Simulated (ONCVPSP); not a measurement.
**Pseudopotential generation for S: ONCV, PBE**

Task: generate the file, and judge it by its errors in other configurations, its logarithmic derivatives, its ghosts and its cutoff.

Method: ONCVPSP 4.0.1, PBE, scalar-relativistic.

### 1 Settings

The settings as typed:

```json
{"element": "sulfur (S, Z = 16)", "type": "optimised norm-conserving Vanderbilt (ONCV)", "frozen core": "[Ne]", "valence charge": "6", "reference configuration": "3s2 3p4", "partial waves": "3s: rc 1.25 bohr, ncon 4, nbas 7, qcut 6.5 1/bohr, 3 projectors, debl 3 Ha; 3p: rc 1.60 bohr, ncon 4, nbas 9, qcut 4.1 1/bohr, 2 projectors, debl 0.9 Ha; d scattering state at 0.37 Ha: rc 1.35 bohr, ncon 4, nbas 7, qcut 6.2 1/bohr, 1 projector", "local potential": "polynomial inside 1.05 bohr (lpopt 5, dvloc0 0 Ha)", "core correction": "polynomial model core, fcfact 0.4"}
```

The outer shells as boxes (Hund's rule for the drawing; the calculation is spin-unpolarised):

```
[Ne] core
3s [↑↓]
3p [↑↓][↑ ][↑ ]
```

### 2 Generating the potential

File S.dat:

```
# ATOM AND REFERENCE CONFIGURATION
# atsym  z   nc   nv     iexc    psfile
  S 16.00    3    2        4      upf
#
#   n    l    f
    1    0    2.00
    2    0    2.00
    2    1    6.00
    3    0    2.00
    3    1    4.00
#
# PSEUDOPOTENTIAL AND OPTIMIZATION
# lmax
    2
#
#   l,   rc,      ep,       ncon, nbas, qcut
    0    1.25    0.00    4    7    6.50
    1    1.60    0.00    4    9    4.10
    2    1.35    0.37    4    7    6.20
#
# LOCAL POTENTIAL
# lloc, lpopt,  rc(5),   dvloc0
    4    5    1.05    0.00
#
# VANDERBILT-KLEINMAN-BYLANDER PROJECTORs
# l, nproj, debl
    0    3    3.00
    1    2    0.90
    2    1    1.80
#
# MODEL CORE CHARGE
# icmod, fcfact, rcfact
    1    0.40    0.00
#
# LOG DERIVATIVE ANALYSIS
# epsh1, epsh2, depsh
   -2.00    5.00    0.02
#
# OUTPUT GRID
# rlmax, drl
    6.00    0.01
#
# TEST CONFIGURATIONS
# ncnf
    4
# nvcnf
#   n    l    f
    2
    3    0    2.00
    3    1    3.00
#
    2
    3    0    2.00
    3    1    2.00
#
    2
    3    0    2.00
    3    1    1.00
#
    2
    3    0    1.00
    3    1    4.00
#
```

Launch:

```bash
$ oncvpsp.x < S.dat > S.out
```

Q: Predict the outcome of this session. Wanted: cutoffs for 1 and 0.1 mHa per electron, occupied waves; bound ghosts; GHOST(+) flags; largest test error; largest phase difference near zero energy, channels read; rms error of d²Exc/dn², without and with the model core.

**Answer**, as computed:

| quantity | value |
| --- | --- |
| cutoffs for 1 and 0.1 mHa per electron, occupied waves | 13 Ha and 58 Ha |
| bound ghosts | s at -230.10 eV |
| GHOST(+) flags | none at low energy |
| largest test error (AE − PS) | +32 meV, for 3s2 3p1 |
| largest phase difference near zero energy, channels read | 0.002 rad |
| rms error of d²Exc/dn², without and with the model core | 1.54 and 0.47 mHa |

**Reading.** It has a bound ghost (s), a state that the atom doesn't have, and that rules the file out. The worst unpolarised test, 3s2 3p1, is off by 32 meV on 68.1 eV; by total energies transferability rates as fair. That test lies far up in energy; among those under 40 eV, nearer to bonding, the largest error is 6.8 meV. It counts as soft on the atom at that tolerance, with 13 Ha needed at the looser tolerance. The tighter tolerance needs 58 Ha, and converged work needs a cutoff nearer that. At the looser tolerance the 3s wave is the slowest; 3p needs 6 Ha. That counts occupied waves only; other projectors can need more. Near zero energy the phases of the channels with partial waves agree within 0.002 rad. All of this concerns the isolated atom, not yet a solid.
